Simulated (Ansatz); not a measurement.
# B3LYP/6-31G(d) (spherical functions) run of SiH2F2 (SMILES F[SiH2]F)

Aim: the electronic atomisation energy of SiH2F2 at B3LYP/6-31G* (spherical functions), from 4 runs. 

Program for the calculation: Ansatz 0.2.0.

53 further runs of the same task are left out: 53 set aside as unsound or not needed.

**1. Starting point**

SiH2F2 has 5 atoms, charge 0, and is taken as a singlet. SMILES: `F[SiH2]F`. Geometry: relaxed at PBE0-D4/def2-TZVP.

Bond lengths: F1–Si2 1.586 Å, Si2–F3 1.586 Å, Si2–H4 1.474 Å, Si2–H5 1.474 Å. Angles: F1–Si2–F3 108.0°, F1–Si2–H4 108.5°, F1–Si2–H5 108.5°, F3–Si2–H4 108.5°, F3–Si2–H5 108.5°, H4–Si2–H5 114.6°.

**2. The energy at B3LYP/6-31G(d) (spherical functions)**

The input, input.yaml:

```yaml
crystal:
  periodic: [false, false, false]
  atoms:
    - {symbol: F, position_ang: [-1.079010, 0.538200, 0.980720]}
    - {symbol: Si, position_ang: [-0.005220, -0.000540, -0.054090]}
    - {symbol: F, position_ang: [1.247630, -0.520590, 0.766910]}
    - {symbol: H, position_ang: [-0.590470, -1.138740, -0.786300]}
    - {symbol: H, position_ang: [0.427070, 1.121680, -0.907250]}
basis:
  gaussian: {orbitals: 6-31G_st_-spherical.json}
magnetization: {spin_polarized: false}
hamiltonian: {xc: {name: B3LYP}}
accuracy: high
output: {orbitals: {seedname: orbitals}}
```

The basis set 6-31G* is read from a file made from the Basis Set Exchange's data (not shown).

Command:

```
$ ansatz run input.yaml --threads 1 --pin off --max-ram 3480MiB --events-out events.jsonl --progress --plain --runs-dir runs
```

Standard output:

```text
Warning: RAYON_NUM_THREADS=1 ignored (pool sized by the plan → 1); use --threads N
Functional definition: B3LYP
  name "B3LYP"
  parameter a0 = 0.2
  parameter ax = 0.72
  parameter ac = 0.81
  exchange = (1 - a0 - ax)*slater_x + ax*b88_x + a0*exact_x
  correlation = (1 - ac)*vwn_rpa_c + ac*lyp_c
1043 factors; integrals over basis functions are off by at most 3.0e-9 eV
mean field evaluation 1: about -13344.3857 eV, gradient 4.0e1 eV
mean field evaluation 2: about -13341.2321 eV, gradient 6.2e1 eV
mean field evaluation 4: about -13346.6615 eV, gradient 2.4e-1 eV
mean field evaluation 8: about -13346.7726 eV, gradient 2.7e-2 eV
mean field evaluation 16: about -13346.7726 eV, gradient 3.1e-7 eV
mean field -13346.77259088 eV, -490.4848459476 hartree, gradient 1.8e-8 eV, S^2 0.000000; 0 other end points of the search recorded, 0 dependent functions left out
reference -13346.77262423 eV, -490.4848471729 hartree; 17, 17 occupied and 33, 33 virtual orbitals, 1043 factors
Total energy: -13346.77262423 eV, -490.4848471729 hartree
```

Wall time 1.4 s (1 thread of Intel Xeon 6975P-C (Granite Rapids), shared host); peak memory 0.15 GiB.

**3. The F atom at the same level**

The input, molecule.yaml:

```yaml
crystal:
  periodic: [false, false, false]
  atoms:
    - symbol: F
      position_ang: [0.000000, 0.000000, 0.000000]
basis:
  gaussian: {orbitals: 6-31G_st_-spherical.json}
magnetization: {spin_polarized: true, initial_magnetization: 1}
hamiltonian: {xc: {name: B3LYP}}
accuracy: high
```

The basis set 6-31G* is read from a file made from the Basis Set Exchange's data (not shown).

Run the same way, it converges to -99.71458 Eh (log not shown).

**4. The H atom**

The input, job.yaml:

```yaml
crystal:
  periodic: [false, false, false]
  atoms:
    - {symbol: H, position_ang: [0.000000, 0.000000, 0.000000]}
basis:
  gaussian:
    orbitals: "6-31G*"
magnetization:
  spin_polarized: true
  initial_magnetization: 1
accuracy: high
hamiltonian:
  xc: {name: B3LYP}
```

Run the same way, it converges to -0.50027 Eh (log not shown).

**5. The Si atom**

The input, in.yaml:

```yaml
crystal:
  periodic: [false, false, false]
  atoms:
    - {symbol: Si, position_ang: [0.000000, 0.000000, 0.000000]}
basis:
  gaussian:
    orbitals: 6-31G_st_-spherical.json
magnetization:
  spin_polarized: true
  initial_magnetization: 2
hamiltonian:
  xc: {name: B3LYP}
accuracy: high
```

The basis set 6-31G* is read from a file made from the Basis Set Exchange's data (not shown).

Run the same way, it converges to -289.36979 Eh (log not shown).

**6. What came out**

Level: B3LYP/6-31G* (spherical functions).

| quantity | value |
| --- | --- |
| molecule: total energy | -490.48485 Eh |
| molecule: HOMO energy | -9.46 eV |
| molecule: LUMO energy | 0.67 eV |
| molecule: HOMO–LUMO gap | 10.12 eV |
| F atom: total energy | -99.71458 Eh |
| F atom: ⟨S²⟩ | 0.751 |
| H atom: total energy | -0.50027 Eh |
| H atom: ⟨S²⟩ | 0.750 |
| Si atom: total energy | -289.36979 Eh |
| Si atom: ⟨S²⟩ | 2.002 |
| electronic atomisation energy | 18.649 eV |

**Reading.** Taking the molecule apart into free atoms costs 18.65 eV (1799 kJ/mol), before zero-point energy and without spin-orbit coupling.
